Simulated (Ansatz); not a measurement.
Working through a small convex hull of the K-Cd system

Program: Ansatz 0.2.0, Python API.

Run as a notebook:

**Cell 1**
```python
from collections import Counter

import ansatz
import numpy as np
```

**Cell 2**
```python
PHASES = {
    "KCd3 Fm-3m": (
        [(0.0, 3.910743, 3.910743), (3.910743, 0.0, 3.910743), (3.910743, 3.910743, 0.0)],
        [
            ("K", (0.0, 0.0, 0.0)),
            ("Cd", (0.25, 0.25, 0.25)),
            ("Cd", (0.75, 0.75, 0.75)),
            ("Cd", (0.5, 0.5, 0.5)),
        ],
    ),
    "K3Cd Pm-3m": (
        [(5.952904, 0.0, 0.0), (0.0, 5.952904, 0.0), (0.0, 0.0, 5.952904)],
        [
            ("K", (0.0, 0.5, 0.5)),
            ("K", (0.5, 0.0, 0.5)),
            ("K", (0.5, 0.5, 0.0)),
            ("Cd", (0.0, 0.0, 0.0)),
        ],
    ),
    "K": (
        [(-2.6125, 2.6125, 2.6125), (2.6125, -2.6125, 2.6125), (2.6125, 2.6125, -2.6125)],
        [
            ("K", (0.0, 0.0, 0.0)),
        ],
    ),
    "Cd": (
        [(2.97887, 0.0, 0.0), (-1.489435, 2.579777, 0.0), (0.0, 0.0, 5.61765)],
        [
            ("Cd", (1 / 3, 2 / 3, 0.25)),
            ("Cd", (2 / 3, 1 / 3, 0.75)),
        ],
    ),
}
```

**Cell 3**
```python
def build(vectors, sites):
    crystal = ansatz.Crystal(lattice=ansatz.Lattice.of(vectors))
    for symbol, position in sites:
        crystal = crystal.atom(symbol, position)
    return crystal
```

**Cell 4**
```python
def ground_state(name, crystal):
    calc = (
        crystal.calculation()
        .functional(ansatz.Functional.PBESOL)
        .basis(500)
        .kpoints(spacing=0.15)  # sampling of the Brillouin zone
        .occupations("fermi_dirac", width=0.05)  # smearing steadies the SCF of a metal
    )
    calc = calc.relax(force_tolerance=0.01, cell=True)
    return calc.run(threads=1, pin="off")


def counts(outcome):
    return Counter(site.symbol for site in outcome.lattice.sites)
```

**Cell 5**
```python
def formation_energy(outcome, mu):
    n = counts(outcome)
    return (outcome.report["energy_sigma0_ev"] - sum(k * mu[element] for element, k in n.items())) / sum(n.values())
```

**Cell 6**
```python
phases = {name: build(*cell) for name, cell in PHASES.items()}
```

**Cell 7**
```python
done = {name: ground_state(name, crystal) for name, crystal in phases.items()}
```

**Cell 8**
```python
# energy of one atom in its reference phase
references = {"K": "K", "Cd": "Cd"}
mu = {element: done[name].report["energy_sigma0_ev"] / len(done[name].lattice.sites) for element, name in references.items()}
points = sorted((counts(o)["Cd"] / len(o.lattice.sites), formation_energy(o, mu), name) for name, o in done.items())
```

**Cell 9**
```python
# lower hull by a monotone chain
hull = []
for x, e, _ in points:
    while len(hull) > 1 and (hull[-1][0] - hull[-2][0]) * (e - hull[-2][1]) - (hull[-1][1] - hull[-2][1]) * (x - hull[-2][0]) <= 0:
        hull.pop()
    hull.append((x, e))
rows = [(name, x, e, e - np.interp(x, *zip(*hull))) for x, e, name in points]
print("     phase       x(Cd)  E_form (eV/atom)  above hull (eV/atom)")
for row in rows:
    print(f"{str(row[0]):>10}  {row[1]:10.3f}  {row[2]:16.4f}  {row[3]:20.4f}")
print("on the hull of these phases:", ", ".join(row[0] for row in rows if row[3] < 1e-6))
```
Output:
```text
     phase       x(Cd)  E_form (eV/atom)  above hull (eV/atom)
         K       0.000            0.0000                0.0000
K3Cd Pm-3m       0.250            0.0784                0.0784
KCd3 Fm-3m       0.750            0.0677                0.0677
        Cd       1.000            0.0000                0.0000
on the hull of these phases: K, Cd
```

The cells come from databases of deposited and of computed structures, and not all need be stable phases. Differences under 10 to 15 meV an atom lie within the error of mesh and functional, so such verdicts may flip; only the cells listed enter the hull. Run time: 44 s on 1 thread of AMD EPYC 9R45 96-Core Processor (Zen 5), with other jobs on the host, peak memory 0.67 GiB.
